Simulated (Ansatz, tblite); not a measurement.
**SiBrH3 (SiH₃Br): removing an electron**

The task here is to estimate one member of a computed series from the others.

Method: as each input shows; program: Ansatz 0.2.0, Gaussian basis.

Plan: charge +1 doublet, at the geometry of the singlet (PBE0-D4/def2-TZVP, PBE-D4/def2-TZVP, r2SCAN-D4/def2-TZVP, CCSD(T)/def2-TZVPP); charge +1 doublet, relaxed (PBE0-D4/def2-TZVP, PBE-D4/def2-TZVP); the starting singlet's energies come from earlier runs.

## The relaxed structure

The geometry is that of the singlet, from an earlier relaxation (PBE-D4/def2-TZVP).

5 atoms, charge 0, spin multiplicity 1.

Atoms are counted from 1 here; the program's logs count them from 0.

Bond lengths: Si1–Br2 2.235 Å, Si1–H3 1.491 Å, Si1–H4 1.491 Å, Si1–H5 1.491 Å. Angles: Br2–Si1–H3 108.4°, Br2–Si1–H4 108.4°, Br2–Si1–H5 108.4°, H3–Si1–H4 110.6°, H3–Si1–H5 110.6°, H4–Si1–H5 110.6°.

The first run:

Input file in.yaml:

```yaml
crystal:
  periodic: [false, false, false]
  atoms:
    - {symbol: Si, position_ang: [-0.001042, 0.001642, -0.165108]}
    - {symbol: Br, position_ang: [0.012928, -0.020689, 2.069699]}
    - {symbol: H, position_ang: [1.411317, 0.011305, -0.643704]}
    - {symbol: H, position_ang: [-0.715816, 1.229498, -0.618188]}
    - {symbol: H, position_ang: [-0.707386, -1.221766, -0.642708]}
basis:
  gaussian: {orbitals: def2-TZVP}
total_charge: 1
magnetization: {spin_polarized: true, initial_magnetization: 1}
hamiltonian: {xc: pbe0, dispersion: d4}
output: {orbitals: {seedname: orbitals}}
```

Started as:

```bash
$ ansatz run in.yaml --threads 4 --pin off --events-out ev --progress --plain --max-ram 3916MiB
```

Among the steps run: Charge +1 doublet at the fixed geometry, PBE0-D4/def2-TZVP; Charge +1 doublet at the fixed geometry, PBE-D4/def2-TZVP; Charge +1 doublet at the fixed geometry, r2SCAN-D4/def2-TZVP; Charge +1 doublet at the fixed geometry, CCSD(T)/def2-TZVPP.

One of the session's tables, all rows but one given; the rest of the session is left out.

| method | vertical ionisation energy (eV) |
| --- | --- |
| HF/def2-TZVPP | 10.08 |
| PBE-D4/def2-TZVP | 10.61 |
| r2SCAN-D4/def2-TZVP | 10.79 |
| PBE0-D4/def2-TZVP | 10.85 |
| MP2/def2-TZVPP | ? |
| CCSD/def2-TZVPP | 10.92 |
| CCSD(T)/def2-TZVPP | 10.96 |

Estimate the missing values for MP2/def2-TZVPP.

**Answer.** vertical ionisation energy (eV): 11.11. In the column «vertical ionisation energy (eV)» it is the highest.

Caveats from the session: CCSD(T)/def2-TZVPP isn't at the basis-set limit; small misses against it rank nothing.
